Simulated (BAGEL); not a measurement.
# One shape, several levels: singlet [BGeNH5]+

Wanted: a comparison of 6 runs (HF/STO-3G, HF/6-31G*, HF/cc-pVDZ, B3LYP/cc-pVDZ, PBE0/cc-pVDZ, RI-MP2/cc-pVDZ) of singlet [BGeNH5]+. 

The calculation is run with BAGEL 1.2.2.

1 further run of the same task is left out (set aside as unsound or not needed).

### Step 1. The structure to begin with

[BGeNH5]+ has 8 atoms, charge +1, and is taken as a singlet. As SMILES of the parent species, `B[N][GeH3]`. The shape is that of a PBE0-D4/def2-TZVP optimisation. That shape belongs to the parent species and isn't relaxed for this state.

Bond lengths: B1–N2 1.338 Å, N2–Ge3 1.820 Å, B1–H4 1.208 Å, B1–H5 1.208 Å, Ge3–H6 1.535 Å, Ge3–H7 1.534 Å, Ge3–H8 1.536 Å. Angles: B1–N2–Ge3 177.0°, N2–B1–H4 120.1°, N2–B1–H5 120.4°, N2–Ge3–H6 108.1°, N2–Ge3–H7 109.2°, N2–Ge3–H8 106.3°, H4–B1–H5 119.6°, H6–Ge3–H7 111.1°, H6–Ge3–H8 110.9°, H7–Ge3–H8 111.0°.

### Step 2. The energy at HF/STO-3G (density fitting with qzvpp-jkfit) (run 1)

The input, input.json:

```json
{ "bagel": [

{
  "title": "molecule",
  "basis": "sto-3g",
  "df_basis": "qzvpp-jkfit",
  "angstrom": true,
  "geometry": [
    { "atom": "B", "xyz": [   -0.810700,    1.044200,   -1.169800 ] },
    { "atom": "N", "xyz": [   -0.148400,    0.268000,   -0.304200 ] },
    { "atom": "Ge", "xyz": [    0.669800,   -0.823400,    0.900500 ] },
    { "atom": "H", "xyz": [   -1.752600,    0.600200,   -1.782900 ] },
    { "atom": "H", "xyz": [   -0.471400,    2.189900,   -1.345900 ] },
    { "atom": "H", "xyz": [    0.832900,   -0.046400,    2.213800 ] },
    { "atom": "H", "xyz": [    2.031700,   -1.257900,    0.343400 ] },
    { "atom": "H", "xyz": [   -0.259000,   -2.031700,    1.089300 ] }
  ]
},
{
  "title": "hf",
  "charge": 1
},
{
  "title": "print",
  "file": "orbitals.molden",
  "orbitals": true
}

]}
```

Launch:

```sh
BAGEL_NUM_THREADS=1 BAGEL input.json > input.out
```

Output:

```text
* using 1 threads per process

  ===============================================================
  ===============================================================

  *** Geometry ***

  { "atom" : "B", "xyz" : [     -1.532001,      1.973252,     -2.210602 ] },
  { "atom" : "N", "xyz" : [     -0.280435,      0.506447,     -0.574855 ] },
  { "atom" : "Ge", "xyz" : [      1.265739,     -1.556000,      1.701698 ] },
  { "atom" : "H", "xyz" : [     -3.311934,      1.134214,     -3.369193 ] },
  { "atom" : "H", "xyz" : [     -0.890817,      4.138311,     -2.543382 ] },
  { "atom" : "H", "xyz" : [      1.573953,     -0.087683,      4.183476 ] },
  { "atom" : "H", "xyz" : [      3.839357,     -2.377086,      0.648932 ] },
  { "atom" : "H", "xyz" : [     -0.489439,     -3.839357,      2.058479 ] },

  Number of auxiliary basis functions:      508

  Since a DF basis is specified, we compute 2- and 3-index integrals:
    o Being stored without compression. Storage requirement is 0.004 GB

  Number of basis functions:       33
  Number of electrons      :       49

    * METHOD: MOLECULE                             0.32

  *** RHF ***

  === Nuclear Repulsion ===
   162.9940641148

      * DIIS with orbital gradients will be used.

  === RHF iteration (sto-3g) ===
      0      -2132.45488067          0.00989269           0.04
      1      -2132.50321873          0.00443929           0.04
      2      -2132.51002513          0.00206784           0.04
      3      -2132.51223664          0.00076742           0.04
      4      -2132.51261393          0.00015569           0.04
      5      -2132.51263087          0.00002330           0.03
      6      -2132.51263124          0.00000642           0.03
      7      -2132.51263127          0.00000095           0.03
      8      -2132.51263127          0.00000032           0.03
      9      -2132.51263127          0.00000020           0.03
     10      -2132.51263127          0.00000017           0.03
     11      -2132.51263127          0.00000010           0.04
     12      -2132.51263127          0.00000003           0.04
     13      -2132.51263127          0.00000001           0.04
     14      -2132.51263127          0.00000000           0.04
    * SCF iteration converged.

    * Permanent dipole moment:
           (    0.750242,    -0.837752,     0.931809) a.u.

    * METHOD: HF                                   0.75

    * METHOD: PRINT                                0.00

  ===============================================================
```

Wall time 1.4 s (1 thread of Intel Xeon Platinum 8259CL at 2.50GHz (Skylake/Cascade Lake), shared host); peak memory 0.08 GiB.

### Step 3. The energy at HF/6-31G(d) (density fitting with qzvpp-jkfit, spherical functions) (run 2)

The input, input.json:

```json
{ "bagel": [

{
  "title": "molecule",
  "basis": "6-31gs.json",
  "df_basis": "qzvpp-jkfit",
  "angstrom": true,
  "geometry": [
    { "atom": "B", "xyz": [      -0.810700,       1.044200,      -1.169800 ] },
    { "atom": "N", "xyz": [      -0.148400,       0.268000,      -0.304200 ] },
    { "atom": "Ge", "xyz": [       0.669800,      -0.823400,       0.900500 ] },
    { "atom": "H", "xyz": [      -1.752600,       0.600200,      -1.782900 ] },
    { "atom": "H", "xyz": [      -0.471400,       2.189900,      -1.345900 ] },
    { "atom": "H", "xyz": [       0.832900,      -0.046400,       2.213800 ] },
    { "atom": "H", "xyz": [       2.031700,      -1.257900,       0.343400 ] },
    { "atom": "H", "xyz": [      -0.259000,      -2.031700,       1.089300 ] }
  ]
},

{ "title": "hf", "charge": 1 },

{ "title": "print", "file": "orbitals.molden", "orbitals": true }

]}
```

The basis set 6-31G* is read from a file made from the Basis Set Exchange's data (not shown).

Launch:

```sh
BAGEL_NUM_THREADS=1 BAGEL input.json > input.out
```

Output:

```text
* using 1 threads per process

  ===============================================================
  ===============================================================

  *** Geometry ***

  { "atom" : "B", "xyz" : [     -1.532001,      1.973252,     -2.210602 ] },
  { "atom" : "N", "xyz" : [     -0.280435,      0.506447,     -0.574855 ] },
  { "atom" : "Ge", "xyz" : [      1.265739,     -1.556000,      1.701698 ] },
  { "atom" : "H", "xyz" : [     -3.311934,      1.134214,     -3.369193 ] },
  { "atom" : "H", "xyz" : [     -0.890817,      4.138311,     -2.543382 ] },
  { "atom" : "H", "xyz" : [      1.573953,     -0.087683,      4.183476 ] },
  { "atom" : "H", "xyz" : [      3.839357,     -2.377086,      0.648932 ] },
  { "atom" : "H", "xyz" : [     -0.489439,     -3.839357,      2.058479 ] },

  Number of auxiliary basis functions:      508

  Since a DF basis is specified, we compute 2- and 3-index integrals:
    o Being stored without compression. Storage requirement is 0.020 GB

  Number of basis functions:       70
  Number of electrons      :       49

    * METHOD: MOLECULE                             0.39

  *** RHF ***

  === Nuclear Repulsion ===
   162.9940641148

      * DIIS with orbital gradients will be used.

  === RHF iteration (6-31gs.json) ===
      0      -2156.54141555          0.02140237           0.08
      1      -2156.62625995          0.01816915           0.07
      2      -2156.72070893          0.00329149           0.07
      3      -2156.73094269          0.00135384           0.08
      4      -2156.73274598          0.00063501           0.08
      5      -2156.73310529          0.00017467           0.07
      6      -2156.73311937          0.00004207           0.07
      7      -2156.73312047          0.00001222           0.08
      8      -2156.73312063          0.00000428           0.07
      9      -2156.73312065          0.00000110           0.07
     10      -2156.73312065          0.00000058           0.07
     11      -2156.73312065          0.00000034           0.07
     12      -2156.73312065          0.00000018           0.07
     13      -2156.73312065          0.00000013           0.07
     14      -2156.73312065          0.00000011           0.07
     15      -2156.73312065          0.00000007           0.07
     16      -2156.73312065          0.00000003           0.07
     17      -2156.73312065          0.00000001           0.08
     18      -2156.73312065          0.00000001           0.07
    * SCF iteration converged.

    * Permanent dipole moment:
           (    0.851056,    -0.951088,     1.060939) a.u.

    * METHOD: HF                                   1.70

    * METHOD: PRINT                                0.01

  ===============================================================
```

Wall time 2.4 s (1 thread of Intel Xeon Platinum 8259CL at 2.50GHz (Skylake/Cascade Lake), shared host); peak memory 0.11 GiB.

Runs 3 to 4 aren't shown in full; the table further down has their settings and results.

### Step 4. A single-point energy at PBE0/cc-pVDZ (density fitting with qzvpp-jkfit) (run 5)

The input, input.json:

```json
{ "bagel" : [

{
  "title" : "molecule",
  "basis" : "cc-pvdz.json",
  "df_basis" : "qzvpp-jkfit",
  "angstrom" : true,
  "geometry" : [
    { "atom" : "B", "xyz" : [      -0.810700,       1.044200,      -1.169800 ] },
    { "atom" : "N", "xyz" : [      -0.148400,       0.268000,      -0.304200 ] },
    { "atom" : "Ge", "xyz" : [       0.669800,      -0.823400,       0.900500 ] },
    { "atom" : "H", "xyz" : [      -1.752600,       0.600200,      -1.782900 ] },
    { "atom" : "H", "xyz" : [      -0.471400,       2.189900,      -1.345900 ] },
    { "atom" : "H", "xyz" : [       0.832900,      -0.046400,       2.213800 ] },
    { "atom" : "H", "xyz" : [       2.031700,      -1.257900,       0.343400 ] },
    { "atom" : "H", "xyz" : [      -0.259000,      -2.031700,       1.089300 ] }
  ]
},

{ "title" : "ks", "xc_func" : "pbe0", "charge" : 1 },

{ "title" : "print", "file" : "orbitals.molden", "orbitals" : true }

]}
```

The basis set cc-pVDZ is read from a file made from the Basis Set Exchange's data (not shown).

Launch:

```sh
BAGEL_NUM_THREADS=1 BAGEL input.json > input.out
```

Output:

```text
* using 1 threads per process

  ===============================================================
  ===============================================================

  *** Geometry ***

  { "atom" : "B", "xyz" : [     -1.532001,      1.973252,     -2.210602 ] },
  { "atom" : "N", "xyz" : [     -0.280435,      0.506447,     -0.574855 ] },
  { "atom" : "Ge", "xyz" : [      1.265739,     -1.556000,      1.701698 ] },
  { "atom" : "H", "xyz" : [     -3.311934,      1.134214,     -3.369193 ] },
  { "atom" : "H", "xyz" : [     -0.890817,      4.138311,     -2.543382 ] },
  { "atom" : "H", "xyz" : [      1.573953,     -0.087683,      4.183476 ] },
  { "atom" : "H", "xyz" : [      3.839357,     -2.377086,      0.648932 ] },
  { "atom" : "H", "xyz" : [     -0.489439,     -3.839357,      2.058479 ] },

  Number of auxiliary basis functions:      508

  Since a DF basis is specified, we compute 2- and 3-index integrals:
    o Being stored without compression. Storage requirement is 0.026 GB

  Number of basis functions:       80
  Number of electrons      :       49

    * METHOD: MOLECULE                             0.38

  *** Kohn-Sham DFT ***

    * Removing 12624 points whose weight is below 1.00e-10
    * Grid points: 106624

  === Nuclear Repulsion ===
   162.9940641148

       - DIIS with orbital gradients will be used.

  === KS iteration (pbe0 / cc-pvdz.json) ===
      0      -2138.87244513          0.07666888           0.50
      1      -2010.56302473          0.21619702           0.55
      2      -2101.84577675          0.10588317           0.44
      3      -2027.63303474          0.17876949           0.46
      4      -2149.65645830          0.09190984           0.45
      5      -2158.29314100          0.02667466           0.46
      6      -2158.51118246          0.02597189           0.44
      7      -2158.80746523          0.00442027           0.44
      8      -2158.81098094          0.00333172           0.44
      9      -2158.81786465          0.00058680           0.47
     10      -2158.81802502          0.00014420           0.45
     11      -2158.81803629          0.00002958           0.48
     12      -2158.81803664          0.00000781           0.44
     13      -2158.81803668          0.00000218           0.44
     14      -2158.81803668          0.00000217           0.45
     15      -2158.81803668          0.00000178           0.44
     16      -2158.81803668          0.00000020           0.44
     17      -2158.81803668          0.00000005           0.44
     18      -2158.81803668          0.00000003           0.44
     19      -2158.81803668          0.00000001           0.44
    * SCF iteration converged.

    * Permanent dipole moment:
           (    0.869097,    -0.864948,     0.979050) a.u.

    * METHOD: KS                                  10.02

    * METHOD: PRINT                                0.01

  ===============================================================
```

Wall time 11 s (1 thread of Intel Xeon Platinum 8259CL at 2.50GHz (Skylake/Cascade Lake), shared host); peak memory 0.42 GiB.

### Step 5. The energy at RI-MP2/cc-pVDZ (density fitting with qzvpp-jkfit) (run 6)

The input, job.json:

```json
{ "bagel": [

{
  "title": "molecule",
  "basis": "cc-pvdz.json",
  "df_basis": "qzvpp-jkfit",
  "angstrom": true,
  "geometry": [
    { "atom": "B", "xyz": [      -0.810700,       1.044200,      -1.169800 ] },
    { "atom": "N", "xyz": [      -0.148400,       0.268000,      -0.304200 ] },
    { "atom": "Ge", "xyz": [       0.669800,      -0.823400,       0.900500 ] },
    { "atom": "H", "xyz": [      -1.752600,       0.600200,      -1.782900 ] },
    { "atom": "H", "xyz": [      -0.471400,       2.189900,      -1.345900 ] },
    { "atom": "H", "xyz": [       0.832900,      -0.046400,       2.213800 ] },
    { "atom": "H", "xyz": [       2.031700,      -1.257900,       0.343400 ] },
    { "atom": "H", "xyz": [      -0.259000,      -2.031700,       1.089300 ] }
  ]
},

{ "title": "hf", "charge": 1 },

{ "title": "mp2", "charge": 1, "ncore": 11 }

]}
```

The basis set cc-pVDZ is read from a file made from the Basis Set Exchange's data (not shown).

Launch:

```sh
BAGEL_NUM_THREADS=1 BAGEL job.json > job.out
```

Output:

```text
* using 1 threads per process

  ===============================================================
  ===============================================================

  *** Geometry ***

  { "atom" : "B", "xyz" : [     -1.532001,      1.973252,     -2.210602 ] },
  { "atom" : "N", "xyz" : [     -0.280435,      0.506447,     -0.574855 ] },
  { "atom" : "Ge", "xyz" : [      1.265739,     -1.556000,      1.701698 ] },
  { "atom" : "H", "xyz" : [     -3.311934,      1.134214,     -3.369193 ] },
  { "atom" : "H", "xyz" : [     -0.890817,      4.138311,     -2.543382 ] },
  { "atom" : "H", "xyz" : [      1.573953,     -0.087683,      4.183476 ] },
  { "atom" : "H", "xyz" : [      3.839357,     -2.377086,      0.648932 ] },
  { "atom" : "H", "xyz" : [     -0.489439,     -3.839357,      2.058479 ] },

  Number of auxiliary basis functions:      508

  Since a DF basis is specified, we compute 2- and 3-index integrals:
    o Being stored without compression. Storage requirement is 0.026 GB

  Number of basis functions:       80
  Number of electrons      :       49

    * METHOD: MOLECULE                             0.40

  *** RHF ***

  === Nuclear Repulsion ===
   162.9940641148

      * DIIS with orbital gradients will be used.

  === RHF iteration (cc-pvdz.json) ===
      0      -2156.81536657          0.01615934           0.08
      1      -2156.92328224          0.01192348           0.08
      2      -2156.98954897          0.00319032           0.08
      3      -2156.99943579          0.00134086           0.08
      4      -2157.00169134          0.00060541           0.08
      5      -2157.00212793          0.00008302           0.08
      6      -2157.00213422          0.00002713           0.08
      7      -2157.00213511          0.00000778           0.08
      8      -2157.00213520          0.00000192           0.08
      9      -2157.00213520          0.00000054           0.08
     10      -2157.00213520          0.00000029           0.08
     11      -2157.00213520          0.00000022           0.08
     12      -2157.00213520          0.00000016           0.08
     13      -2157.00213520          0.00000010           0.08
     14      -2157.00213520          0.00000006           0.08
     15      -2157.00213520          0.00000003           0.08
     16      -2157.00213520          0.00000001           0.08
     17      -2157.00213520          0.00000001           0.08
    * SCF iteration converged.

    * Permanent dipole moment:
           (    0.865965,    -0.965029,     1.077013) a.u.

    * METHOD: HF                                   1.69

  *** RHF ***

  === Nuclear Repulsion ===
   162.9940641148

      * DIIS with orbital gradients will be used.

  === RHF iteration (cc-pvdz.json) ===
      0      -2157.00213520          0.00000000           0.08
    * SCF iteration converged.

    * Permanent dipole moment:
           (    0.865965,    -0.965029,     1.077013) a.u.

  === DF-MP2 calculation ===

    * freezing 11 orbitals
    * 3-index integral transformation done
    * assembly done

      MP2 correlation energy:   -0.3370037342      0.04

      MP2 total energy:       -2157.3391389359

    * METHOD: MP2                                  0.24

  ===============================================================
```

It took 2.6 s on 1 thread of Intel Xeon Platinum 8259CL at 2.50GHz (Skylake/Cascade Lake), shared host; peak memory 0.12 GiB.

### Step 6. The series

| run | level | frozen core orbitals | energy (Eh) | HOMO energy (eV) | LUMO energy (eV) | HOMO–LUMO gap (eV) | wall time |
| --- | --- | --- | --- | --- | --- | --- | --- |
| 1 | HF/STO-3G (density fitting with qzvpp-jkfit) | – | -2132.512631 | -16.98 | -5.32 | 11.66 | 1.4 s |
| 2 | HF/6-31G* (density fitting with qzvpp-jkfit, spherical functions) | – | -2156.733121 | -17.91 | -7.60 | 10.30 | 2.4 s |
| 3 | HF/cc-pVDZ (density fitting with qzvpp-jkfit) | – | -2157.002135 | -17.87 | -7.59 | 10.28 | 2.8 s |
| 4 | B3LYP/cc-pVDZ (density fitting with qzvpp-jkfit) | – | -2159.244120 | -14.35 | -11.68 | 2.66 | 13 s |
| 5 | PBE0/cc-pVDZ (density fitting with qzvpp-jkfit) | – | -2158.818037 | -14.56 | -11.51 | 3.05 | 11 s |
| 6 | RI-MP2/cc-pVDZ (density fitting with qzvpp-jkfit) | 11 | -2157.339139 | – | – | – | 2.6 s |

### Step 7. What came out

| quantity | value |
| --- | --- |
| run 6: total energy | -2157.33914 Eh |
| run 6: correlation energy (11 core orbitals frozen) | -337.0 mEh |

Over runs 1, 2, 3, 4, 5 the HOMO–LUMO gap runs from 2.66 eV (B3LYP/cc-pVDZ) to 11.66 eV (HF/STO-3G). The two ends differ in method and basis. Totals of different functionals can't be ranked against each other. In run 1 the basis is minimal, so the values are rough. All runs together took 33 s, the longest 13 s.
